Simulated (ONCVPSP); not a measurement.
# An ONCV potential for La, from input to tests

Aim: build the potential from the settings below, then test how well it stands in for the atom: other configurations, scattering, ghost states and the plane-wave cutoff that it needs.

Program: ONCVPSP 4.0.1. Reference atom: PBE, fully relativistic, spherical and spin-unpolarised. All values are calculated.

## 1. Starting point

Typed settings, in words:

| Item | Value |
| --- | --- |
| element | lanthanum (La, Z = 57) |
| type | optimised norm-conserving Vanderbilt (ONCV) |
| frozen core | [Kr] |
| valence charge | 21 |
| reference configuration | 4d10 5s2 5p6 5d1 6s1 6p1 |
| partial waves | 5s+6s: rc 3.00 bohr, ncon 5, nbas 8, qcut 5.3 1/bohr, 2 projectors; 5p+6p: rc 3.20 bohr, ncon 5, nbas 8, qcut 4.5 1/bohr, 2 projectors; 4d+5d: rc 1.50 bohr, ncon 4, nbas 9, qcut 12.3 1/bohr, 2 projectors; f scattering state at 0.11 Ha: rc 2.65 bohr, ncon 4, nbas 7, qcut 3.6 1/bohr, 2 projectors, debl 0.9 Ha |
| local potential | polynomial inside 1.15 bohr (lpopt 5, dvloc0 6 Ha) |
| core correction | Teter function, fcfact 5.5, rcfact 1.3 |

The outer shells as boxes (Hund's rule for the drawing; the calculation is spin-unpolarised):

```
[Kr] core
4d [↑↓][↑↓][↑↓][↑↓][↑↓]
5s [↑↓]
5p [↑↓][↑↓][↑↓]
5d [↑ ][  ][  ][  ][  ]
6s [↑ ]
6p [↑ ][  ][  ]
```

The nodes and maxima of the atom's own shells, from an earlier all-electron run, set the scale for the radii.

All-electron outer shells of the reference configuration (PBE, scalar-relativistic, ld1.x):

| shell | level (eV) | outermost node (bohr) | outermost maximum (bohr) |
| --- | --- | --- | --- |
| 4p | -201.12 | 0.34 | 0.63 |
| 4d | -104.97 | 0.32 | 0.68 |
| 5s | -40.03 | 0.77 | 1.41 |
| 5p | -23.49 | 0.83 | 1.58 |
| 4f | -5.45 | – | 0.75 |
| 6s | -4.28 | 1.86 | 3.79 |
| 5d | -3.96 | 0.95 | 2.19 |
| 6p | -1.86 | 2.20 | 4.93 |

## 2. Generating the potential

Contents of La.dat:

```
# ATOM AND REFERENCE CONFIGURATION
# atsym  z   nc   nv     iexc    psfile
  La 57.00    8    6        4      upf
#
#   n    l    f
    1    0    2.00
    2    0    2.00
    2    1    6.00
    3    0    2.00
    3    1    6.00
    3    2   10.00
    4    0    2.00
    4    1    6.00
    4    2   10.00
    5    0    2.00
    5    1    6.00
    5    2    1.00
    6    0    1.00
    6    1    1.00
#
# PSEUDOPOTENTIAL AND OPTIMIZATION
# lmax
    3
#
#   l,   rc,      ep,       ncon, nbas, qcut
    0    3.00    0.00    5    8    5.30
    1    3.20    0.00    5    8    4.50
    2    1.50    0.00    4    9   12.30
    3    2.65    0.11    4    7    3.60
#
# LOCAL POTENTIAL
# lloc, lpopt,  rc(5),   dvloc0
    4    5    1.15    6.00
#
# VANDERBILT-KLEINMAN-BYLANDER PROJECTORs
# l, nproj, debl
    0    2    1.60
    1    2    1.70
    2    2    2.80
    3    2    0.90
#
# MODEL CORE CHARGE
# icmod, fcfact, rcfact
    3    5.50    1.30
#
# LOG DERIVATIVE ANALYSIS
# epsh1, epsh2, depsh
   -5.00    5.00    0.04
#
# OUTPUT GRID
# rlmax, drl
    6.00    0.01
#
# TEST CONFIGURATIONS
# ncnf
    4
# nvcnf
#   n    l    f
    6
    4    2   10.00
    5    0    2.00
    5    1    6.00
    5    2    1.00
    6    0    2.00
    6    1    0.00
#
    6
    4    2   10.00
    5    0    2.00
    5    1    6.00
    5    2    1.00
    6    0    1.00
    6    1    0.00
#
    6
    4    2   10.00
    5    0    2.00
    5    1    6.00
    5    2    1.00
    6    0    0.00
    6    1    0.00
#
    6
    4    2   10.00
    5    0    2.00
    5    1    6.00
    5    2    1.00
    6    0    1.50
    6    1    0.00
#
```

Launch:

```console
oncvpspr.x < La.dat > La.out
```

Before running it: what results should come out? Wanted: cutoffs for 1 and 0.1 mHa per electron, occupied waves; bound ghosts; GHOST(+) flags; largest test error; largest phase difference near zero energy, channels read; rms error of d²Exc/dn², without and with the model core; projector energies reset by the program.

The runs gave:

| quantity | value |
| --- | --- |
| cutoffs for 1 and 0.1 mHa per electron, occupied waves | 53 Ha and 60 Ha |
| bound ghosts | s at -36.33 eV |
| GHOST(+) flags | p3/2 at 61 eV |
| largest test error (AE − PS) | -0.4 meV, for 4d10 5s2 5p6 5d1 6s0 6p0 |
| largest phase difference near zero energy, channels read | 0.019 rad |
| rms error of d²Exc/dn², without and with the model core | 4.79 and 3.38 mHa |
| projector energies reset by the program | f: -0.196, 0.704 Ha |

What this shows: A bound ghost (s) makes it unfit for use: electrons can fall into a state that the atom doesn't have. The worst unpolarised test, 4d10 5s2 5p6 5d1 6s0 6p0, is off by 0.4 meV on 14.5 eV; by total energies transferability rates as very good. Atomic tests can pass in spite of a ghost, since they solve only for the levels asked. It counts as hard, with 53 Ha needed at the looser tolerance. Near zero energy the phases of the channels with partial waves agree within 0.019 rad. The program also flags highly localised states, GHOST(+) (p3/2). These are tests on the free atom; a crystal test is still owed.
